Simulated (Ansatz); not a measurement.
# C3H7B: the cost of one run

All numbers below are computed with Ansatz 0.2.0 (RKS B3LYP/def2-SVP).

### Step 1. The structure to begin with

Bond lengths: B1–C2 1.389 Å, C2–C3 1.514 Å, C2–C4 1.514 Å, B1–H5 1.147 Å, C3–H6 1.087 Å, C3–H7 1.091 Å, C3–H8 1.091 Å, C4–H9 1.087 Å, C4–H10 1.091 Å, C4–H11 1.091 Å. Angles (14 of 16 angles, heavy atoms first): B1–C2–C3 124.0°, B1–C2–C4 123.7°, C3–C2–C4 112.3°, C2–B1–H5 179.7°, C2–C3–H6 111.4°, C2–C3–H7 110.2°, C2–C3–H8 110.2°, C2–C4–H9 111.4°, C2–C4–H10 110.2°, C2–C4–H11 110.1°, H6–C3–H7 108.5°, H6–C3–H8 108.5°, H7–C3–H8 108.0°, H9–C4–H10 108.6°.

As a file:

```xyz
11

B    -0.1722    1.7575    0.0029
C    -0.0352    0.3750    0.0020
C     0.1694   -0.4553    1.2513
C    -0.0785   -0.4729   -1.2519
H    -0.2815    2.8995    0.0002
H     0.2005    0.1684    2.1416
H     1.1058   -1.0110    1.1841
H    -0.6423   -1.1761    1.3610
H    -0.2264    0.1379   -2.1389
H     0.8543   -1.0272   -1.3633
H    -0.8938   -1.1957   -1.1889
```

### Step 2. Relaxing end A

input.yaml

```yaml
crystal:
  periodic: [false, false, false]
  atoms:
    - { symbol: B, position_ang: [-0.17221, 1.75753, 0.00285] }
    - { symbol: C, position_ang: [-0.03525, 0.37501, 0.00203] }
    - { symbol: C, position_ang: [0.16939, -0.45535, 1.25127] }
    - { symbol: C, position_ang: [-0.07852, -0.47293, -1.25189] }
    - { symbol: H, position_ang: [-0.28149, 2.89953, 0.00018] }
    - { symbol: H, position_ang: [0.20049, 0.16839, 2.14155] }
    - { symbol: H, position_ang: [1.1058, -1.01102, 1.18413] }
    - { symbol: H, position_ang: [-0.64229, -1.17611, 1.36096] }
    - { symbol: H, position_ang: [-0.22641, 0.13787, -2.1389] }
    - { symbol: H, position_ang: [0.85428, -1.02724, -1.36326] }
    - { symbol: H, position_ang: [-0.89378, -1.19567, -1.18892] }
basis:
  gaussian: { orbitals: def2-SVP }
hamiltonian:
  xc: b3lyp
relax:
  f_tol: 0.015
  max_steps: 40
```

Run with:

```
> ansatz run input.yaml --threads 1 --pin off --max-ram 2048MiB --backend cpu --events-out ev --progress --plain --runs-dir out
```

**Question.** How long does this run take on 1 thread of Intel Xeon at 2.50GHz (Skylake/Cascade Lake), shared host, and how much memory does it need?

About 53 s, with a peak of 0.18 GiB.
